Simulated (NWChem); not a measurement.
# doublet RbF+: levels of theory compared

Wanted: a comparison of 4 runs (UCAM-B3LYP/def2-TZVP, U-wB97X/def2-TZVP, UB2PLYP/def2-TZVP, UMP3/def2-TZVP) of doublet RbF+. 

The results are computed with NWChem 7.3.0.

## (1) The molecule

RbF+: 2 atoms, total charge +1, spin state doublet. SMILES of the parent species: `[F][Rb]`. The coordinates come from a PBE0-D4/def2-TZVP relaxation. That shape belongs to the parent species and isn't relaxed for this state.

Bond lengths: F1–Rb2 2.340 Å.

## (2) A single-point energy at UCAM-B3LYP/def2-TZVP (core potential) (run 1)

run.xyz

```xyz
2
FRb energy
F      0.000000     0.000000    -0.070970
Rb     0.000000     0.000000     2.268560
```

run.nw

```
start run
title "FRb energy"
memory total 2200 mb
charge 1
geometry units angstroms noautosym nocenter noautoz
 load run.xyz
end
basis spherical bse
 * library def2-TZVP
end
ecp bse
 Rb library def2-TZVP
end
dft
 xc xcamb88 1.00 lyp 0.81 vwn_5 0.19 hfexch 1.00
 cam 0.33 cam_alpha 0.19 cam_beta 0.46
 mult 2
 grid xfine
 convergence energy 1e-08
 direct
 maxiter 100
 mulliken
 print low
end
task dft energy
```

Run with:

```bash
nwchem run.nw > run.out
```

Standard output:

```text
[...]
 d= 0,ls=0.0,diis     1   -123.2018684567 -1.42D+02  1.22D-02  7.53D-01     1.9
[...]
 d= 0,ls=0.0,diis     9   -123.6383389672 -7.39D-09  5.46D-07  2.56D-09    16.0
[...]
         Total DFT energy =     -123.638338967197
      One electron energy =     -211.497814623413
           Coulomb energy =       83.464518557673
    Exchange-Corr. energy =      -13.926396835355
 Nuclear repulsion energy =       18.321353933899
[...]
      Total Density - Mulliken Population Analysis
     ---------------------------------------------
    Atom       Charge   Shell Charges
 -----------   ------   -------------------------------------------------------
    1 F    9     8.99   0.77  1.20  0.65  0.98  0.39  2.21  1.91  0.87  0.00  0.00  0.00
    2 Rb   9     8.01   0.03 -0.30  1.47  0.79  0.01 -0.00  4.85  1.12  0.02 -0.00  0.02  0.01 -0.00
[...]
      <S2> =      0.7517 (Exact =     0.7500)
[...]
```

It took 17 s on 1 thread of Intel Xeon Platinum 8375C at 2.90GHz (Ice Lake), shared host; peak memory 0.12 GiB.

## (3) A single-point energy at U-wB97X/def2-TZVP (core potential) (run 2)

run.py

```python
from ase import Atoms
from ase.calculators.nwchem import NWChem

atoms = Atoms(['F', 'Rb'], positions=[
    [-0.000000, 0.000000, -0.070970],
    [0.000000, -0.000000, 2.268560],
])

calc = NWChem(
    label='job',
    theory='dft',
    memory='2200 mb',
    basis='def2-TZVP',
    basispar='spherical bse',
    charge=1,
    dft={'xc': 'wb97x', 'mult': '2', 'grid': 'xfine', 'convergence': 'energy 1e-08', 'iterations': '100', 'mulliken': None},
    task='energy',
    **{'ecp bse': {'Rb library': 'def2-TZVP'}},
)
atoms.calc = calc

print(f"energy = {atoms.get_potential_energy():.6f} eV")
```

Run with:

```bash
export ASE_NWCHEM_COMMAND="nwchem PREFIX.nwi > PREFIX.nwo"
python run.py
```

Standard output:

```text
energy = -3365.322393 eV
```

The calculator wrote job.nwi:

```
title "job"

permanent_dir job

scratch_dir job

start job

geometry units angstrom nocenter noautosym noautoz
  F  -0.0000000000000000e+00 0.0000000000000000e+00 -7.0970000000000005e-02
  Rb 0.0000000000000000e+00 -0.0000000000000000e+00 2.2685599999999999e+00
end

charge 1

memory 2200 mb

basis spherical bse noprint
   * library def2-TZVP
end

dft
  xc wb97x
  mult 2
  grid xfine
  convergence energy 1e-08
  iterations 100
  mulliken
end
ecp bse
  Rb library def2-TZVP
end

task dft energy
```

job.nwo:

```text
Northwest Computational Chemistry Package (NWChem) 7.3.0
             --------------------------------------------------------

           Job information
           ---------------

    nwchem branch   = 7.3.0
    use scalapack   = T
    input           = job.nwi
    prefix          = job.
    data base       = job/job.db
    status          = startup
    nproc           =        1

           Memory information
           ------------------

[... 5 lines left out ...]
    hardfail = no
[... 34 lines left out ...]
            Nuclear Dipole moment (a.u.)
[... 61 lines left out ...]
          Convergence on density requested:  1.00D-05
[... 31 lines left out ...]
          Convergence aids based upon iterative change in
[... 31 lines left out ...]
 2-e energy   =      65.781185
[... 62 lines left out ...]
           Coulomb energy =       83.528567800036
[... 481 lines left out ...]
                     DFT Final Beta Molecular Orbital Analysis
[... 552 lines left out ...]
     Multipole analysis of the density
     ---------------------------------

     L   x y z        total         alpha         beta         nuclear
     -   - - -        -----         -----         ----         -------
     0   0 0 0      1.000000     -9.000000     -8.000000     18.000000

     1   1 0 0     -0.000000     -0.000000     -0.000000      0.000000
[... 8 lines of this table left out ...]
     2   0 0 2      7.065505    -80.101646    -78.396715    165.563865

 Task  times  cpu:       23.3s     wall:       23.3s
 Total times  cpu:       23.3s     wall:       23.3s
```

It took 25 s on 1 thread of Intel Xeon Platinum 8375C at 2.90GHz (Ice Lake), shared host; peak memory 0.12 GiB.

Run 3 isn't shown in full; the table further down has it.

## (4) The energy at UMP3/def2-TZVP (core potential) (run 4)

a.xyz

```xyz
2

F      0.000000     0.000000    -0.070970
Rb     0.000000     0.000000     2.268560
```

a.nw

```
start a
memory 2200 mb
charge 1

geometry noautosym nocenter noautoz
load a.xyz
end

basis spherical bse
* library def2-TZVP
end

ecp bse
Rb library def2-TZVP
end

scf
doublet
uhf
thresh 1e-08
maxiter 80
print medium
end

tce
scf
mbpt3
freeze core 1
maxiter 60
end

task tce energy
```

Run with:

```bash
nwchem a.nw > a.out
```

Standard output:

```text
[...]
  functions       =    64
[...]
  wavefunction    = UHF
[...]
         Total SCF energy =   -123.054623682838
      One electron energy =   -211.563455325397
      Two electron energy =     70.187477708660
 Nuclear repulsion energy =     18.321353933899
                       Sz =      0.5000
                 Sz(Sz+1) =      0.7500
                      S^2 =      0.7541
[...]
         Wavefunction type : Unrestricted Hartree-Fock
          No. of electrons :    17
[...]
         Spin multiplicity : doublet
[...]
```

Wall time 11 s (1 thread of Intel Xeon Platinum 8375C at 2.90GHz (Ice Lake), shared host); peak memory 0.63 GiB.

## (5) All runs side by side

```
run                                  level  frozen core orbitals  integration grid  energy (Eh)   ⟨S²⟩  wall time
  1  UCAM-B3LYP/def2-TZVP (core potential)                     –             xfine  -123.638339  0.752       17 s
  2     U-wB97X/def2-TZVP (core potential)                     –             xfine  -123.673318  0.752       25 s
  3     UB2PLYP/def2-TZVP (core potential)                     1             xfine  -123.551346  0.753       13 s
  4        UMP3/def2-TZVP (core potential)                     1                 –  -123.331351  0.754       11 s
```

## (6) What came out

```
                                                         quantity          value
                                              run 4: total energy  -123.33135 Eh
run 4: HOMO energy (Hartree–Fock orbitals) (highest over α and β)      -24.39 eV
 run 4: LUMO energy (Hartree–Fock orbitals) (lowest over α and β)       -4.52 eV
                run 4: correlation energy (1 core orbital frozen)     -276.7 mEh
                         run 4: ⟨S²⟩ of the reference determinant          0.754
```

In words: Totals of different functionals can't be ranked against each other. All runs together took 65 s, the longest 25 s.
